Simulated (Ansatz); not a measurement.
# TlPt: the cost of one run

Computed with Ansatz 0.2.0 (DFT PBE, scalar-relativistic, plane waves, PAW, unless a step's input says otherwise).

## 1. Starting point

It takes space group P6/mmm (No. 191, hexagonal). Conventional cell: a = 5.605 Å, b = 5.605 Å, c = 4.639 Å, α = 90.00°, β = 90.00°, γ = 120.00°. Tl (site symmetry mmm) has 4 Tl at 2.80 Å and 6 Pt at 2.80 to 2.83 Å as nearest neighbours. Pt (site symmetry 6/mmm) has 6 Tl at 2.80 Å as nearest neighbours. Pt (site symmetry -6m2) is surrounded by 6 Tl at 2.83 Å and 3 Pt at 3.24 Å.

Coordinates:

```
Tl Pt
1.0
     5.60500    0.00000    0.00000
    -2.80250    4.85407    0.00000
     0.00000    0.00000    4.63900
Tl Pt
3 3
Direct
  0.50000 0.00000 0.00000
  0.50000 0.50000 0.00000
  0.00000 0.50000 0.00000
  0.00000 0.00000 0.00000
  0.33333 0.66667 0.50000
  0.66667 0.33333 0.50000
```

The structure comes from the Crystallography Open Database.

## 2. The base run

input.yaml reads:

```yaml
crystal:
  lattice:
    - [5.605, 0.0, 0.0]
    - [-2.8025, 4.8540723882, 0.0]
    - [0.0, 0.0, 4.639]
  atoms:
    - { symbol: Tl, position: [0.5, 0.0, 0.0] }
    - { symbol: Tl, position: [0.5, 0.5, 0.0] }
    - { symbol: Tl, position: [0.0, 0.5, 0.0] }
    - { symbol: Pt, position: [0.0, 0.0, 0.0] }
    - { symbol: Pt, position: [0.3333333333, 0.6666666667, 0.5] }
    - { symbol: Pt, position: [0.6666666667, 0.3333333333, 0.5] }
basis:
  ecutwfc: 500
  fft_grid_basis: typed
kpoints:
  mp_grid: { grid: [9, 9, 8] }
hamiltonian:
  xc: pbe
scf:
  occupations: { method: gaussian, width: 0.05 }
output:
  forces: true
  stress: true
  eigenvalues: true
  bader: true
  write_density: true
  volumetric_format: npy
  elf: true
```

On the command line:

```
> ansatz run input.yaml --threads 2 --pin off --max-ram 4096MiB --backend cpu --events-out ev --progress --plain --runs-dir out
```

**Question.** How long does this run take on 2 threads of Arm Neoverse V2, shared host, and how much memory does it need?

About 26 s, with a peak of 0.67 GiB.
